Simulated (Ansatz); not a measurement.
# Al12HO: the cost of one run

Method: DFT PBE+D3(BJ), plane waves, PAW, scalar-relativistic, no spin polarisation, in Ansatz 0.2.0.

1 further run of the same task is left out (it didn't finish).

## (1) The starting structure

The cell holds 14 atoms (Al12HO): a = 5.728 Å, b = 5.728 Å, c = 17.677 Å, α = 90.00°, β = 90.00°, γ = 60.00°.

Coordinates:

```xyz
14
Lattice="5.7276 0.0000 0.0000 2.8638 4.9602 0.0000 0.0000 0.0000 17.6765" Properties=species:S:1:pos:R:3 pbc="T T T"
Al    1.4319    0.8267    1.0000
Al    4.2957    0.8267    1.0000
Al    2.8638    3.3068    1.0000
Al    5.7276    3.3068    1.0000
Al    0.0000    1.6534    3.3383
Al    2.8638    1.6534    3.3383
Al    1.4319    4.1335    3.3383
Al    4.2957    4.1335    3.3383
Al    0.0000    0.0000    5.6765
Al    2.8638    0.0000    5.6765
Al    1.4319    2.4801    5.6765
Al    4.2957    2.4801    5.6765
O     4.9643    1.3430    7.0765
H     5.0479    1.6311    8.0065
```

## (2) End point A

input.yaml

```yaml
crystal:
  lattice:
    - [5.727565, 0.0, 0.0]
    - [2.863782, 4.960217, 0.0]
    - [0.0, 0.0, 17.676537]
  atoms:
    - { symbol: Al, position: [0.1666667, 0.1666667, 0.0565722] }
    - { symbol: Al, position: [0.6666667, 0.1666667, 0.0565722] }
    - { symbol: Al, position: [0.1666667, 0.6666667, 0.0565722] }
    - { symbol: Al, position: [0.6666667, 0.6666667, 0.0565722] }
    - { symbol: Al, position: [-0.1666667, 0.3333333, 0.1888531] }
    - { symbol: Al, position: [0.3333333, 0.3333333, 0.1888531] }
    - { symbol: Al, position: [-0.1666667, 0.8333333, 0.1888531] }
    - { symbol: Al, position: [0.3333333, 0.8333333, 0.1888531] }
    - { symbol: Al, position: [0.0, 0.0, 0.321134] }
    - { symbol: Al, position: [0.5, 0.0, 0.321134] }
    - { symbol: Al, position: [0.0, 0.5, 0.321134] }
    - { symbol: Al, position: [0.5, 0.5, 0.321134] }
    - { symbol: O, position: [0.7313565, 0.2707536, 0.400335] }
    - { symbol: H, position: [0.7169098, 0.328839, 0.4529472] }
basis:
  ecutwfc: 420.0
kpoints:
  mp_grid: { grid: [3, 3, 1] }
hamiltonian:
  xc: pbe
  dispersion: d3bj
  pseudopotentials: { kind: paw, azcp: { folder: soft_1 } }
scf:
  occupations: { method: gaussian, width: 0.1 }
  lower_state_search: "off"
relax:
  f_tol: 0.03
  max_steps: 60
  adjacent_minimum: "off"
  constraints: [{ sites: [0, 1, 2, 3] }]
```

Command:

```console
> ansatz run input.yaml --threads 1 --pin off --max-ram 3072MiB --backend cpu --events-out ev --progress --plain --runs-dir out
```

**Question.** How long does this run take on 1 thread of AMD EPYC 9R45 (Zen 5), shared host, and how much memory does it need?

About 17 s, with a peak of 0.61 GiB.
